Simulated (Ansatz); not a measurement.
# TiO2: the cost of one run

Code: Ansatz 0.2.0. PAW datasets, plane waves. The values are computed, spin-unpolarised, and not measurements.

### 1 Starting point

The unstrained cell was relaxed with r2SCAN; in each strained cell the atoms were relaxed again with r2SCAN. Names of k-points are those of the unstrained zone, where strain can split equivalent points. First state: no strain.

It is tetragonal, I4_1/amd (No. 141); a = 3.778 Å, c = 9.583 Å in the conventional setting, 11.40 Å³ an atom. Ti has 6 O at 1.93–1.99 Å; O has 3 Ti at 1.93–1.99 Å.

Structure file:

```
Ti O
1.0
    -1.88890    1.88890    4.79172
     1.88890   -1.88890    4.79172
     1.88890    1.88890   -4.79172
Ti O
2 4
Direct
  0.75000 0.25000 0.50000
  0.00000 0.00000 0.00000
  0.54271 0.04271 0.50000
  0.79271 0.79271 0.00000
  0.20729 0.20729 0.00000
  0.95729 0.45729 0.50000
```

### 2 No strain: PBE

input.yaml reads:

```yaml
crystal:
  lattice:
    - [-1.8888988106, 1.8888988106, 4.7917154967]
    - [1.8888988106, -1.8888988106, 4.7917154967]
    - [1.8888988106, 1.8888988106, -4.7917154967]
  atoms:
    - { symbol: Ti, position: [0.75, 0.25, 0.5] }
    - { symbol: Ti, position: [0.0, 0.0, 0.0] }
    - { symbol: O, position: [0.5427139662, 0.0427139662, 0.5] }
    - { symbol: O, position: [0.7927139662, 0.7927139662, 0.0] }
    - { symbol: O, position: [0.2072860338, 0.2072860338, 0.0] }
    - { symbol: O, position: [0.9572860338, 0.4572860338, 0.5] }
kpoints:
  mp_grid: { grid: [10, 10, 10] }
  band_path:
    path:
      - [0.0, 0.0, 0.0]
      - [0.0, 0.0, 0.5]
      - [0.25, 0.25, 0.25]
      - [0.0, 0.5, 0.0]
      - [0.5, 0.5, -0.5]
      - [0.2888485976, 0.7111514024, -0.2888485976]
      - [-0.2888485976, 0.2888485976, 0.2888485976]
      - [-0.0776971953, 0.0776971953, 0.5]
      - [0.5, 0.5, -0.0776971953]
      - [0.3, 0.3, -0.3]
      - [0.0, 0.0, 0.4375]
    npoints: 1
hamiltonian:
  xc: pbe
scf:
  occupations: { method: fermi_dirac, width: 0.02 }
  n_extra_bands: 5
output:
  forces: true
  stress: true
  eigenvalues: true
```

On the command line:

```bash
$ ansatz run input.yaml --threads 2 --pin off --max-ram 20275MiB --backend cpu --events-out ev --progress --plain --runs-dir out
```

What time and memory should one allow on 2 threads of AMD EPYC 7R13 (Zen 3), shared host?

About 4.4 s, with a peak of 0.66 GiB.
